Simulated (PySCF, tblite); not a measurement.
**C₇H₇ClO₂: infrared bands and NMR shifts**

What infrared bands and NMR shifts should C₇H₇ClO₂ (`Cc1cc(C)c(C(=O)Cl)o1`) show?

The runs use tblite 0.8.0 and PySCF 2.14.0, with density-fitted response routines of our own; the level of theory stands in each step. All values are computed, except where a source is named. Atoms are numbered from 0 throughout.

### 1 The molecule as given

17 atoms, charge 0, multiplicity 1; geometry from: GFN2-xTB.

Bonds of the start (Å): C0–C1 1.48, C1–C2 1.37, C2–C3 1.41, C3–C4 1.48, C3–C5 1.39, C5–C6 1.43, C6–O7 1.19, C6–Cl8 1.78, C5–O9 1.36, O9–C1 1.34, C0–H10 1.09, C0–H11 1.09, C0–H12 1.09, C2–H13 1.07, C4–H14 1.09, C4–H15 1.09, C4–H16 1.09.

### 2 Infrared spectrum with GFN2-xTB

The job: settings as JSON, then the geometry in Å.

```
{"job": {"kind": "ir", "xc": "GFN2-xTB", "basis": "xTB"}, "charge": 0, "multiplicity": 1}
C      2.858231     0.238316    -0.133566
C      1.383071     0.092641    -0.070852
C      0.578019    -1.005222    -0.252209
C     -0.750525    -0.573725    -0.075347
C     -1.991556    -1.377745    -0.165515
C     -0.658320     0.784498     0.207791
C     -1.715909     1.709254     0.473114
O     -2.889468     1.487068     0.501552
Cl    -1.109945     3.351281     0.784251
O      0.644303     1.169871     0.206218
H      3.316526    -0.717312    -0.367638
H      3.131458     0.966586    -0.895911
H      3.240752     0.599063     0.820344
H      0.900974    -1.999298    -0.484752
H     -2.539889    -1.327636     0.773789
H     -1.759227    -2.413769    -0.395584
H     -2.645493    -0.971842    -0.935595
```

**Question.** This job is followed by: GIAO PBE0/pcSseg-1 NMR shielding, non-relativistic, gas phase. Predict these results of the whole session: strongest single infrared mode (GFN2-xTB); zero-point energy (GFN2-xTB); 13C shifts against TMS (PBE0/pcSseg-1); 1H shifts against TMS (PBE0/pcSseg-1, means over atoms taken as alike); 17O shifts against H2O (PBE0/pcSseg-1); 35Cl shifts against HCl (PBE0/pcSseg-1).

The runs gave:

```
                                                              quantity                                              value
                             strongest single infrared mode (GFN2-xTB)                              1776 cm⁻¹, 511 km/mol
                                          zero-point energy (GFN2-xTB)                                      76.9 kcal/mol
                                13C shifts against TMS (PBE0/pcSseg-1)  165.9, 162.9, 148.6, 146.7, 121.0, 17.0, 15.5 ppm
1H shifts against TMS (PBE0/pcSseg-1, means over atoms taken as alike)                               6.38, 2.52, 2.51 ppm
                                17O shifts against H2O (PBE0/pcSseg-1)                                   523.2, 316.9 ppm
                               35Cl shifts against HCl (PBE0/pcSseg-1)                                            420 ppm
```

**Reading.** The lowest mode is imaginary (46i cm⁻¹), so the xTB geometry is not a minimum. The strongest single mode, at 1776 cm⁻¹, moves mainly C6 and O7. Unscaled tight-binding wavenumbers are off by several per cent, some by more. Its intensities can rank the bands wrongly. At PBE0/pcSseg-1: The largest span, 828 ppm, is at O7, where the paramagnetic term is -585 ppm. NICS(1)zz of -22 ppm above the planar ring from C1 marks a diatropic (aromatic) ring current.
